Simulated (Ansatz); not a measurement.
# Cl2FH3Si2 (built from SMILES F[Si]([SiH3])(Cl)Cl): search for a transition state, part 2 of 2

Ansatz 0.2.0, Gaussian basis; PBE0-D4. The steps go on from the part before.

### Step 8. Relaxing after a step of 0.30 Å the other way along the mode

File downb/in.yaml:

```yaml
crystal:
  periodic: [false, false, false]
  atoms:
    - {symbol: Si, position_ang: [-0.907874, -0.281279, 0.827318]}
    - {symbol: Si, position_ang: [0.806105, 0.529189, -0.573790]}
    - {symbol: F, position_ang: [0.352128, -0.876353, -0.927423]}
    - {symbol: Cl, position_ang: [2.859420, 0.386273, -0.273169]}
    - {symbol: Cl, position_ang: [0.659466, 1.580519, -2.329693]}
    - {symbol: H, position_ang: [-0.291983, -0.325191, 2.156394]}
    - {symbol: H, position_ang: [-2.010190, 0.654790, 0.578477]}
    - {symbol: H, position_ang: [-1.467073, -1.667949, 0.541886]}
basis:
  gaussian: {orbitals: def2-TZVP}
hamiltonian: {xc: pbe0, dispersion: d4}
relax: {f_tol: 0.005, max_steps: 200}
```

Run with:

```
> ansatz run in.yaml --threads 4 --pin off --events-out ev --progress --plain --max-ram 9574MiB
```

Standard output:

```text
Functional definition: PBE0
  name "PBE0"
  cite "Adamo & Barone, J. Chem. Phys. 110, 6158 (1999) doi:10.1063/1.478522"
  cite "Perdew, Burke & Ernzerhof, Phys. Rev. Lett. 77, 3865 (1996) doi:10.1103/PhysRevLett.77.3865"
  parent pbe
  parameter a = 0.25
  parameter kappa = 0.804
  parameter beta = 0.06672455060314922
  exchange = (1 - a)*pbe_x(kappa = kappa, mu = beta*pi^2/3) + a*exact_x
  correlation = pbe_c(beta = beta)
1360 factors; their error is unknown
mean field evaluation 1: about -43552.1474 eV, gradient 3.3e1 eV
mean field evaluation 2: about -43550.1648 eV, gradient 5.1e1 eV
mean field evaluation 4: about -43553.9202 eV, gradient 1.2e0 eV
mean field evaluation 8: about -43553.9233 eV, gradient 1.7e-2 eV
mean field evaluation 16: about -43554.0736 eV, gradient 2.9e-5 eV
mean field -43554.07364656 eV, -1600.5826844995 hartree, gradient 2.9e-5 eV, S^2 0.000000; 0 other end points of the search recorded, 0 dependent functions left out
the calculation of the forces begins
reference -43554.07368103 eV, -1600.5826857665 hartree; 37, 37 occupied and 160, 160 virtual orbitals, 1360 factors
relax step   1: F+E_penalty+E_count = -43554.29593220 eV  Δ(F+E_penalty+E_count) = +0.000e0 eV  max|allowed force component| = 5.085e0 eV/Å  Δτ_max = 0.0000 Å  (27 SCF iters, accepted)
these checks for a lower state are left out or cut short: starts, cluster_reference, orbital_swaps, neighbouring_geometries, increment
1360 factors; their error is unknown
mean field -43554.88101067 eV, -1600.6123545834 hartree, gradient 2.2e-5 eV, S^2 0.000000; 0 other end points of the search recorded, 0 dependent functions left out
the calculation of the forces begins
reference -43554.88104504 eV, -1600.6123558464 hartree; 37, 37 occupied and 160, 160 virtual orbitals, 1360 factors
relax step   2: F+E_penalty+E_count = -43555.10314518 eV  Δ(F+E_penalty+E_count) = -8.072e-1 eV  max|allowed force component| = 2.319e0 eV/Å  Δτ_max = 0.1953 Å  (34 SCF iters, accepted)
these checks for a lower state are left out or cut short: starts, cluster_reference, orbital_swaps, neighbouring_geometries, increment
1360 factors; their error is unknown
mean field evaluation 32: about -43555.3723 eV, gradient 1.1e-5 eV
mean field -43555.37232357 eV, -1600.6304099995 hartree, gradient 1.1e-5 eV, S^2 0.000000; 0 other end points of the search recorded, 0 dependent functions left out
the calculation of the forces begins
reference -43555.37235782 eV, -1600.6304112581 hartree; 37, 37 occupied and 160, 160 virtual orbitals, 1360 factors
relax step   3: F+E_penalty+E_count = -43555.59471315 eV  Δ(F+E_penalty+E_count) = -4.916e-1 eV  max|allowed force component| = 8.986e-1 eV/Å  Δτ_max = 0.1906 Å  (30 SCF iters, accepted)
these checks for a lower state are left out or cut short: starts, cluster_reference, orbital_swaps, neighbouring_geometries, increment
1360 factors; their error is unknown
mean field -43555.69988544 eV, -1600.6424476760 hartree, gradient 8.4e-6 eV, S^2 0.000000; 0 other end points of the search recorded, 0 dependent functions left out
the calculation of the forces begins
reference -43555.69991945 eV, -1600.6424489262 hartree; 37, 37 occupied and 160, 160 virtual orbitals, 1360 factors
relax step   4: F+E_penalty+E_count = -43555.92282086 eV  Δ(F+E_penalty+E_count) = -3.281e-1 eV  max|allowed force component| = 1.006e0 eV/Å  Δτ_max = 0.1992 Å  (29 SCF iters, accepted)
these checks for a lower state are left out or cut short: starts, cluster_reference, orbital_swaps, neighbouring_geometries, increment
1360 factors; their error is unknown
mean field -43555.89103382 eV, -1600.6494722496 hartree, gradient 2.1e-5 eV, S^2 0.000000; 0 other end points of the search recorded, 0 dependent functions left out
the calculation of the forces begins
reference -43555.89106698 eV, -1600.6494734682 hartree; 37, 37 occupied and 160, 160 virtual orbitals, 1360 factors
relax step   5: F+E_penalty+E_count = -43556.11568277 eV  Δ(F+E_penalty+E_count) = -1.929e-1 eV  max|allowed force component| = 5.173e-1 eV/Å  Δτ_max = 0.2000 Å  (33 SCF iters, accepted)
these checks for a lower state are left out or cut short: starts, cluster_reference, orbital_swaps, neighbouring_geometries, increment
1360 factors; their error is unknown
mean field -43555.95094778 eV, -1600.6516740470 hartree, gradient 2.1e-5 eV, S^2 0.000000; 0 other end points of the search recorded, 0 dependent functions left out
the calculation of the forces begins
reference -43555.95098046 eV, -1600.6516752480 hartree; 37, 37 occupied and 160, 160 virtual orbitals, 1360 factors
relax step   6: F+E_penalty+E_count = -43556.17723068 eV  Δ(F+E_penalty+E_count) = -6.155e-2 eV  max|allowed force component| = 3.857e-1 eV/Å  Δτ_max = 0.1948 Å  (33 SCF iters, accepted)
these checks for a lower state are left out or cut short: starts, cluster_reference, orbital_swaps, neighbouring_geometries, increment
1360 factors; their error is unknown
mean field -43555.95931744 eV, -1600.6519816265 hartree, gradient 9.8e-6 eV, S^2 0.000000; 0 other end points of the search recorded, 0 dependent functions left out
the calculation of the forces begins
reference -43555.95935008 eV, -1600.6519828259 hartree; 37, 37 occupied and 160, 160 virtual orbitals, 1360 factors
relax step   7: F+E_penalty+E_count = -43556.18617487 eV  Δ(F+E_penalty+E_count) = -8.944e-3 eV  max|allowed force component| = 2.831e-1 eV/Å  Δτ_max = 0.0679 Å  (29 SCF iters, accepted)
these checks for a lower state are left out or cut short: starts, cluster_reference, orbital_swaps, neighbouring_geometries, increment
1360 factors; their error is unknown
mean field evaluation 64: about -43555.8101 eV, gradient 3.9e-3 eV
mean field -43555.96171199 eV, -1600.6520696243 hartree, gradient 2.2e-5 eV, S^2 0.000000; 0 other end points of the search recorded, 0 dependent functions left out
the calculation of the forces begins
reference -43555.96174465 eV, -1600.6520708247 hartree; 37, 37 occupied and 160, 160 virtual orbitals, 1360 factors
relax step   8: F+E_penalty+E_count = -43556.18861233 eV  Δ(F+E_penalty+E_count) = -2.437e-3 eV  max|allowed force component| = 1.301e-1 eV/Å  Δτ_max = 0.0205 Å  (28 SCF iters, accepted)
these checks for a lower state are left out or cut short: starts, cluster_reference, orbital_swaps, neighbouring_geometries, increment
1360 factors; their error is unknown
mean field -43555.96227155 eV, -1600.6520901880 hartree, gradient 1.7e-5 eV, S^2 0.000000; 0 other end points of the search recorded, 0 dependent functions left out
the calculation of the forces begins
reference -43555.96230427 eV, -1600.6520913902 hartree; 37, 37 occupied and 160, 160 virtual orbitals, 1360 factors
relax step   9: F+E_penalty+E_count = -43556.18938593 eV  Δ(F+E_penalty+E_count) = -7.736e-4 eV  max|allowed force component| = 1.765e-2 eV/Å  Δτ_max = 0.0240 Å  (29 SCF iters, accepted)
these checks for a lower state are left out or cut short: starts, cluster_reference, orbital_swaps, neighbouring_geometries, increment
1360 factors; their error is unknown
mean field -43555.96356921 eV, -1600.6521378759 hartree, gradient 2.1e-5 eV, S^2 0.000000; 0 other end points of the search recorded, 0 dependent functions left out
the calculation of the forces begins
reference -43555.96360218 eV, -1600.6521390875 hartree; 37, 37 occupied and 160, 160 virtual orbitals, 1360 factors
relax step  10: F+E_penalty+E_count = -43556.19057629 eV  Δ(F+E_penalty+E_count) = -1.190e-3 eV  max|allowed force component| = 6.228e-3 eV/Å  Δτ_max = 0.0567 Å  (28 SCF iters, accepted)
these checks for a lower state are left out or cut short: starts, cluster_reference, orbital_swaps, neighbouring_geometries, increment
1360 factors; their error is unknown
mean field -43555.96411855 eV, -1600.6521580639 hartree, gradient 1.7e-5 eV, S^2 0.000000; 0 other end points of the search recorded, 0 dependent functions left out
the calculation of the forces begins
reference -43555.96415162 eV, -1600.6521592793 hartree; 37, 37 occupied and 160, 160 virtual orbitals, 1360 factors
relax step  11: F+E_penalty+E_count = -43556.19122657 eV  Δ(F+E_penalty+E_count) = -6.503e-4 eV  max|allowed force component| = 7.808e-2 eV/Å  Δτ_max = 0.0277 Å  (29 SCF iters, accepted)
these checks for a lower state are left out or cut short: starts, cluster_reference, orbital_swaps, neighbouring_geometries, increment
1360 factors; their error is unknown
mean field evaluation 96: about -43555.9657 eV, gradient 2.1e-5 eV
mean field -43555.96573027 eV, -1600.6522172935 hartree, gradient 2.1e-5 eV, S^2 0.000000; 0 other end points of the search recorded, 0 dependent functions left out
the calculation of the forces begins
reference -43555.96576349 eV, -1600.6522185142 hartree; 37, 37 occupied and 160, 160 virtual orbitals, 1360 factors
relax step  12: F+E_penalty+E_count = -43556.19296312 eV  Δ(F+E_penalty+E_count) = -1.737e-3 eV  max|allowed force component| = 2.724e-1 eV/Å  Δτ_max = 0.1109 Å  (28 SCF iters, accepted)
these checks for a lower state are left out or cut short: starts, cluster_reference, orbital_swaps, neighbouring_geometries, increment
1360 factors; their error is unknown
mean field -43555.96797494 eV, -1600.6522997834 hartree, gradient 1.7e-5 eV, S^2 0.000000; 0 other end points of the search recorded, 0 dependent functions left out
the calculation of the forces begins
reference -43555.96800811 eV, -1600.6523010027 hartree; 37, 37 occupied and 160, 160 virtual orbitals, 1360 factors
relax step  13: F+E_penalty+E_count = -43556.19512593 eV  Δ(F+E_penalty+E_count) = -2.163e-3 eV  max|allowed force component| = 2.472e-1 eV/Å  Δτ_max = 0.0368 Å  (28 SCF iters, accepted)
these checks for a lower state are left out or cut short: starts, cluster_reference, orbital_swaps, neighbouring_geometries, increment
1360 factors; their error is unknown
mean field -43555.96868720 eV, -1600.6523259586 hartree, gradient 9.9e-6 eV, S^2 0.000000; 0 other end points of the search recorded, 0 dependent functions left out
the calculation of the forces begins
reference -43555.96872085 eV, -1600.6523271953 hartree; 37, 37 occupied and 160, 160 virtual orbitals, 1360 factors
relax step  14: F+E_penalty+E_count = -43556.19528408 eV  Δ(F+E_penalty+E_count) = -1.581e-4 eV  max|allowed force component| = 3.185e-1 eV/Å  Δτ_max = 0.1950 Å  (28 SCF iters, accepted)
these checks for a lower state are left out or cut short: starts, cluster_reference, orbital_swaps, neighbouring_geometries, increment
1360 factors; their error is unknown
mean field -43555.98211661 eV, -1600.6528194802 hartree, gradient 1.7e-5 eV, S^2 0.000000; 0 other end points of the search recorded, 0 dependent functions left out
the calculation of the forces begins
reference -43555.98215025 eV, -1600.6528207167 hartree; 37, 37 occupied and 160, 160 virtual orbitals, 1360 factors
relax step  15: F+E_penalty+E_count = -43556.20895718 eV  Δ(F+E_penalty+E_count) = -1.367e-2 eV  max|allowed force component| = 2.495e-1 eV/Å  Δτ_max = 0.0249 Å  (29 SCF iters, accepted)
these checks for a lower state are left out or cut short: starts, cluster_reference, orbital_swaps, neighbouring_geometries, increment
1360 factors; their error is unknown
mean field -43555.99392826 eV, -1600.6532535506 hartree, gradient 9.0e-6 eV, S^2 0.000000; 0 other end points of the search recorded, 0 dependent functions left out
the calculation of the forces begins
reference -43555.99396212 eV, -1600.6532547948 hartree; 37, 37 occupied and 160, 160 virtual orbitals, 1360 factors
relax step  16: F+E_penalty+E_count = -43556.22193791 eV  Δ(F+E_penalty+E_count) = -1.298e-2 eV  max|allowed force component| = 2.109e-1 eV/Å  Δτ_max = 0.1919 Å  (28 SCF iters, accepted)
these checks for a lower state are left out or cut short: starts, cluster_reference, orbital_swaps, neighbouring_geometries, increment
1360 factors; their error is unknown
mean field evaluation 128: about -43556.0020 eV, gradient 1.7e-1 eV
mean field -43556.00205423 eV, -1600.6535521744 hartree, gradient 1.2e-5 eV, S^2 0.000000; 0 other end points of the search recorded, 0 dependent functions left out
the calculation of the forces begins
reference -43556.00208823 eV, -1600.6535534237 hartree; 37, 37 occupied and 160, 160 virtual orbitals, 1360 factors
relax step  17: F+E_penalty+E_count = -43556.22934289 eV  Δ(F+E_penalty+E_count) = -7.405e-3 eV  max|allowed force component| = 4.425e-2 eV/Å  Δτ_max = 0.0934 Å  (28 SCF iters, accepted)
these checks for a lower state are left out or cut short: starts, cluster_reference, orbital_swaps, neighbouring_geometries, increment
1360 factors; their error is unknown
mean field -43555.99487965 eV, -1600.6532885136 hartree, gradient 9.8e-6 eV, S^2 0.000000; 0 other end points of the search recorded, 0 dependent functions left out
the calculation of the forces begins
reference -43555.99491409 eV, -1600.6532897790 hartree; 37, 37 occupied and 160, 160 virtual orbitals, 1360 factors
relax step  18: F+E_penalty+E_count = -43556.22187278 eV  Δ(F+E_penalty+E_count) = +7.470e-3 eV  max|allowed force component| = 2.953e-1 eV/Å  Δτ_max = 0.1956 Å  (28 SCF iters, rejected (line search))
these checks for a lower state are left out or cut short: starts, cluster_reference, orbital_swaps, neighbouring_geometries, increment
1360 factors; their error is unknown
mean field -43555.98663383 eV, -1600.6529854851 hartree, gradient 1.0e-5 eV, S^2 0.000000; 0 other end points of the search recorded, 0 dependent functions left out
the calculation of the forces begins
reference -43555.98666778 eV, -1600.6529867330 hartree; 37, 37 occupied and 160, 160 virtual orbitals, 1360 factors
relax step  19: F+E_penalty+E_count = -43556.21421201 eV  Δ(F+E_penalty+E_count) = +1.513e-2 eV  max|allowed force component| = 1.956e-1 eV/Å  Δτ_max = 0.0978 Å  (28 SCF iters, rejected (line search))
these checks for a lower state are left out or cut short: starts, cluster_reference, orbital_swaps, neighbouring_geometries, increment
1360 factors; their error is unknown
mean field -43556.00440239 eV, -1600.6536384677 hartree, gradient 1.9e-5 eV, S^2 0.000000; 0 other end points of the search recorded, 0 dependent functions left out
the calculation of the forces begins
reference -43556.00443647 eV, -1600.6536397202 hartree; 37, 37 occupied and 160, 160 virtual orbitals, 1360 factors
relax step  20: F+E_penalty+E_count = -43556.23179683 eV  Δ(F+E_penalty+E_count) = -2.454e-3 eV  max|allowed force component| = 1.177e-2 eV/Å  Δτ_max = 0.0489 Å  (27 SCF iters, accepted)
these checks for a lower state are left out or cut short: starts, cluster_reference, orbital_swaps, neighbouring_geometries, increment
1360 factors; their error is unknown
mean field evaluation 160: about -43556.0053 eV, gradient 1.1e-5 eV
mean field -43556.00526660 eV, -1600.6536702268 hartree, gradient 1.1e-5 eV, S^2 0.000000; 0 other end points of the search recorded, 0 dependent functions left out
the calculation of the forces begins
reference -43556.00530089 eV, -1600.6536714871 hartree; 37, 37 occupied and 160, 160 virtual orbitals, 1360 factors
relax step  21: F+E_penalty+E_count = -43556.23260802 eV  Δ(F+E_penalty+E_count) = -8.112e-4 eV  max|allowed force component| = 7.040e-2 eV/Å  Δτ_max = 0.0885 Å  (28 SCF iters, accepted)
these checks for a lower state are left out or cut short: starts, cluster_reference, orbital_swaps, neighbouring_geometries, increment
1360 factors; their error is unknown
mean field -43556.00584482 eV, -1600.6536914758 hartree, gradient 2.1e-5 eV, S^2 0.000000; 0 other end points of the search recorded, 0 dependent functions left out
the calculation of the forces begins
reference -43556.00587907 eV, -1600.6536927347 hartree; 37, 37 occupied and 160, 160 virtual orbitals, 1360 factors
relax step  22: F+E_penalty+E_count = -43556.23317491 eV  Δ(F+E_penalty+E_count) = -5.669e-4 eV  max|allowed force component| = 3.773e-2 eV/Å  Δτ_max = 0.0155 Å  (27 SCF iters, accepted)
these checks for a lower state are left out or cut short: starts, cluster_reference, orbital_swaps, neighbouring_geometries, increment
1360 factors; their error is unknown
mean field -43556.00604936 eV, -1600.6536989929 hartree, gradient 2.1e-5 eV, S^2 0.000000; 0 other end points of the search recorded, 0 dependent functions left out
the calculation of the forces begins
reference -43556.00608364 eV, -1600.6537002524 hartree; 37, 37 occupied and 160, 160 virtual orbitals, 1360 factors
relax step  23: F+E_penalty+E_count = -43556.23343800 eV  Δ(F+E_penalty+E_count) = -2.631e-4 eV  max|allowed force component| = 1.681e-3 eV/Å  Δτ_max = 0.0140 Å  (27 SCF iters, accepted)
these checks for a lower state are left out or cut short: starts, cluster_reference, orbital_swaps, neighbouring_geometries, increment
1360 factors; their error is unknown
mean field -43556.00612518 eV, -1600.6537017789 hartree, gradient 2.2e-5 eV, S^2 0.000000; 0 other end points of the search recorded, 0 dependent functions left out
the calculation of the forces begins
reference -43556.00615948 eV, -1600.6537030395 hartree; 37, 37 occupied and 160, 160 virtual orbitals, 1360 factors
relax step  24: F+E_penalty+E_count = -43556.23350616 eV  Δ(F+E_penalty+E_count) = -6.817e-5 eV  max|allowed force component| = 7.234e-3 eV/Å  Δτ_max = 0.0162 Å  (27 SCF iters, accepted)
these checks for a lower state are left out or cut short: starts, cluster_reference, orbital_swaps, neighbouring_geometries, increment
1360 factors; their error is unknown
mean field -43556.00609164 eV, -1600.6537005466 hartree, gradient 2.2e-5 eV, S^2 0.000000; 0 other end points of the search recorded, 0 dependent functions left out
the calculation of the forces begins
reference -43556.00612596 eV, -1600.6537018076 hartree; 37, 37 occupied and 160, 160 virtual orbitals, 1360 factors
relax step  25: F+E_penalty+E_count = -43556.23349602 eV  Δ(F+E_penalty+E_count) = +1.015e-5 eV  max|allowed force component| = 9.044e-3 eV/Å  Δτ_max = 0.0122 Å  (28 SCF iters, rejected (line search))
these checks for a lower state are left out or cut short: starts, cluster_reference, orbital_swaps, neighbouring_geometries, increment
1360 factors; their error is unknown
mean field evaluation 192: about -43556.0061 eV, gradient 2.5e-5 eV
mean field -43556.00612811 eV, -1600.6537018868 hartree, gradient 1.9e-5 eV, S^2 0.000000; 0 other end points of the search recorded, 0 dependent functions left out
the calculation of the forces begins
reference -43556.00616242 eV, -1600.6537031477 hartree; 37, 37 occupied and 160, 160 virtual orbitals, 1360 factors
relax step  26: F+E_penalty+E_count = -43556.23351651 eV  Δ(F+E_penalty+E_count) = -1.035e-5 eV  max|allowed force component| = 3.473e-3 eV/Å  Δτ_max = 0.0060 Å  (28 SCF iters, accepted)
1360 factors; their error is unknown
mean field -43556.00612811 eV, -1600.6537018868 hartree, gradient 1.9e-5 eV, S^2 0.000000; 1 other end points of the search recorded, 0 dependent functions left out
the calculation of the forces begins
reference -43556.00616242 eV, -1600.6537031477 hartree; 37, 37 occupied and 160, 160 virtual orbitals, 1360 factors
Total energy: -43556.23355083 eV, -1600.6620595174 hartree
Atom 0 at    -0.890103    -0.201360     0.847728 Å, force     0.000827    -0.000556    -0.000206 eV/Å
Atom 1 at     0.785904     0.083449    -0.747252 Å, force     0.002368     0.003473    -0.002844 eV/Å
Atom 2 at     1.340149    -1.316204    -1.255607 Å, force    -0.000548    -0.001163     0.000797 eV/Å
Atom 3 at     2.369807     1.110975     0.021210 Å, force    -0.000228    -0.000778     0.001745 eV/Å
Atom 4 at     0.087256     1.080099    -2.382398 Å, force    -0.001652    -0.000839    -0.000230 eV/Å
Atom 5 at    -0.330814    -0.936296     2.009965 Å, force    -0.001729     0.000620    -0.000640 eV/Å
Atom 6 at    -1.353309     1.145468     1.264584 Å, force     0.000253    -0.001712    -0.000012 eV/Å
Atom 7 at    -2.008890    -0.966132     0.241768 Å, force     0.000708     0.000956     0.001390 eV/Å
Dipole moment:    -0.261132     0.008230     0.247889 e Å
```

Wall time 3 min (4 threads of Intel Xeon at 2.50GHz, shared host); peak memory 0.63 GiB.

Step by step: (the energy doesn't fall at every step)

```tsv
step	energy from step 1 (eV)	largest force component (eV/Å)
1	0.0000	5.0846
2	-0.8072	2.3193
3	-1.2988	0.8986
4	-1.6269	1.0064
5	-1.8198	0.5173
6	-1.8813	0.3857
7	-1.8902	0.2831
8	-1.8927	0.1301
9	-1.8935	0.0177
10	-1.8946	0.0062
11	-1.8953	0.0781
12	-1.8970	0.2724
13	-1.8992	0.2472
14	-1.8994	0.3185
15	-1.9130	0.2495
16	-1.9260	0.2109
17	-1.9334	0.0442
18	-1.9259	0.2953
19	-1.9183	0.1956
20	-1.9359	0.0118
21	-1.9367	0.0704
22	-1.9372	0.0377
23	-1.9375	0.0017
24	-1.9376	0.0072
25	-1.9376	0.0090
26	-1.9376	0.0035
```

Distances of close pairs at the start and the end, largest changes first:

```tsv
bond	before (Å)	after (Å)	change (Å)
Si2–F3	1.519	1.589	+0.070
Si2–Cl4	2.080	2.038	-0.042
Si1–H8	1.522	1.485	-0.038
Si1–Si2	2.357	2.331	-0.026
Si1–H6	1.466	1.484	+0.019
Si1–H7	1.467	1.484	+0.017
Si2–Cl5	2.052	2.038	-0.013
```

### Step 9. What the saddle joins

```tsv
pair	start side (Å)	saddle (Å)	end side (Å)
Si1–F3	3.262	1.876	1.624
Si1–Si2	2.331	2.490	3.778
Si2–F3	1.589	1.838	2.558
```

### Step 10. Outcome

What follows sums up all 2 parts.

```
                       quantity                                         value
                 imaginary mode                                     277i cm⁻¹
    barrier from the start side                                      2.166 eV
      barrier from the end side                                      0.556 eV
             energy of the step                                     +1.610 eV
              pairs that change  Si1–F3 formed, Si1–Si2 broken, Si2–F3 broken
zero-point energy at the saddle                                      0.839 eV
```

In words: The point has a single imaginary mode (277i cm⁻¹), as a transition state must. The two relaxations end on the structures that were planned. At PBE0-D4/def2-TZVP the electronic barrier is 2.166 eV, about 84 kT at 298 K, and the step runs 1.610 eV uphill. A step off the saddle overshot and began above it in energy, so the link to its end is likely but not proven. The ends are the nearest minima, not always the lowest complexes.
